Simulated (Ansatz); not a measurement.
# Cl3FH2OSi: the cost of one run

Method: RKS r2SCAN/def2-SVP, in Ansatz 0.2.0.

### Step 1. The system as given

Bond lengths: Si1–F2 1.940 Å, Si1–Cl3 2.130 Å, Si1–Cl4 2.128 Å, Si1–Cl5 2.128 Å, Si1–O6 1.980 Å, O6–H7 1.010 Å. Angles: F2–Si1–Cl3 109.4°, F2–Si1–Cl4 109.5°, F2–Si1–Cl5 109.5°, F2–Si1–O6 71.6°, Cl3–Si1–Cl4 109.5°, Cl3–Si1–Cl5 109.5°, Cl3–Si1–O6 178.9°, Cl4–Si1–Cl5 109.5°, Cl4–Si1–O6 70.0°, Cl5–Si1–O6 70.0°, Si1–O6–H7 109.5°.

Coordinates:

```xyz
8

Si    0.0000    0.0000    0.0000
F     0.0000    0.0000    1.9400
Cl    2.0086    0.0000   -0.7093
Cl   -1.0032    1.7381   -0.7093
Cl   -1.0032   -1.7381   -0.7093
O    -1.8790    0.0000    0.6243
H    -2.4241   -0.6297    0.0530
H    -1.1493    0.0000    1.6846
```

### Step 2. A restrained relaxation towards end A

Springs on the bonds that form and break draw the guess towards this end; the thresholds are loose.

File input.yaml:

```yaml
crystal:
  periodic: [false, false, false]
  atoms:
    - { symbol: Si, position_ang: [0.0, 0.0, 0.0] }
    - { symbol: F, position_ang: [0.0, 0.0, 1.94] }
    - { symbol: Cl, position_ang: [2.0086, 0.0, -0.7093] }
    - { symbol: Cl, position_ang: [-1.0032, 1.7381, -0.7093] }
    - { symbol: Cl, position_ang: [-1.0032, -1.7381, -0.7093] }
    - { symbol: O, position_ang: [-1.879, 0.0, 0.6243] }
    - { symbol: H, position_ang: [-2.4241, -0.6297, 0.053] }
    - { symbol: H, position_ang: [-1.1493, 0.0, 1.6846] }
basis:
  gaussian: { orbitals: def2-SVP }
hamiltonian:
  xc: r2scan
relax:
  f_tol: 0.15
  max_steps: 25
  restrain:
    - { distance: [0, 5], at: 2.88, k: 30.0 }
    - { distance: [7, 1], at: 2.12, k: 30.0 }
    - { distance: [0, 1], at: 1.59, k: 30.0 }
    - { distance: [7, 5], at: 1.01, k: 30.0 }
```

Launch:

```console
> ansatz run input.yaml --threads 4 --pin off --max-ram 5120MiB --backend cpu --events-out ev --progress --plain --runs-dir out
```

Q: Estimate wall time and peak memory on 4 threads of Arm Neoverse V2, shared host.

About 25 s, with a peak of 0.2 GiB.
